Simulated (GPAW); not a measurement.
## PtSe in GPAW: convergence with smearing width (eV)

Input of the first run (smearing width (eV) 0.5); the others differ in this setting and in those tied to it:

The input run.py:

```python
from ase import Atoms
from ase.dft.bandgap import bandgap
from ase.io import write
from ase.units import GPa
from gpaw import GPAW, PW

atoms = Atoms(['Pt', 'Se'],
              cell=[[3.7018703299, 0.0, 0.0],
                    [-1.850935165, 3.2059137472, 0.0],
                    [0.0, 0.0, 3.61284203]],
              scaled_positions=[[0.0, 0.0, 0.0],
                                [0.6666666667, 0.3333333333, 0.5]],
              pbc=True)

calc = GPAW(mode=PW(600),
            xc='LDA',
            kpts={'size': (6, 6, 6), 'gamma': True},
            occupations={'name': 'methfessel-paxton', 'order': 0, 'width': 0.5},
            nbands=22,
            convergence={'density': 1e-05, 'energy': 1e-05},
            maxiter=100,
            txt='gpaw.txt')
atoms.calc = calc
energy = atoms.get_potential_energy()
forces = atoms.get_forces()
stress = atoms.get_stress()
calc.write('gs.gpw')
write('result.traj', atoms)
print(f'Energy: {energy:.6f} eV')
print('Forces (eV/A):')
print(forces.round(4))
print('Stress (GPa):', (stress / GPa).round(3))
print('Fermi level:', round(calc.get_fermi_level(), 4), 'eV')
print(f'Gap: {bandgap(calc)[0]:.4f} eV, direct: {bandgap(calc, direct=True)[0]:.4f} eV')
```

Potentials or basis: the program's PAW data sets (release 1.2.1) made for this functional, pw.

The run is started by

```sh
$ OMP_NUM_THREADS=1 python run.py
```

The cell comes from a database or a generator and needn't be the stable form of this composition.

Hardware: 1 thread of Arm Neoverse V1, with other jobs on the host.

Question: The values tried are 0.5, 0.3, 0.2, 0.15, 0.1, 0.05, 0.025, 0.01, loosest first. From which on does the energy stay within 1 meV/atom of the tightest run that finished?

Answer: From 0.2 on.

```
smearing width (eV)  energy less the tightest run, at zero smearing (meV/atom)  pressure (GPa)  SCF cycles  CPU time (s)  peak memory (GiB)
                0.5                                                       1.25          -18.07          10            17               0.15
                0.3                                                      -1.35          -18.34          10            17               0.15
                0.2                                                      -0.98          -18.37          10            17               0.15
               0.15                                                      -0.77          -18.37          10            17               0.15
                0.1                                                      -0.54          -18.35          10            17               0.15
               0.05                                                      -0.18          -18.33          10            17               0.15
              0.025                                                      -0.05          -18.32          10            17               0.15
               0.01                                                       0.00          -18.33          10            17               0.15
```

Against the tightest run, the pressure stays within 0.1 GPa from 0.3 on. Narrower smearing needs a denser k mesh, so at a fixed mesh the narrowest width isn't the most accurate. The tightest run that finished is the yardstick and may itself not be fully converged.

Caveat, for the tightest run too: so large a pressure means that the cell lies far from this level's equilibrium, or that cutoff or potentials fall short. The run has no spin-orbit coupling, so splittings on Pt are missing.
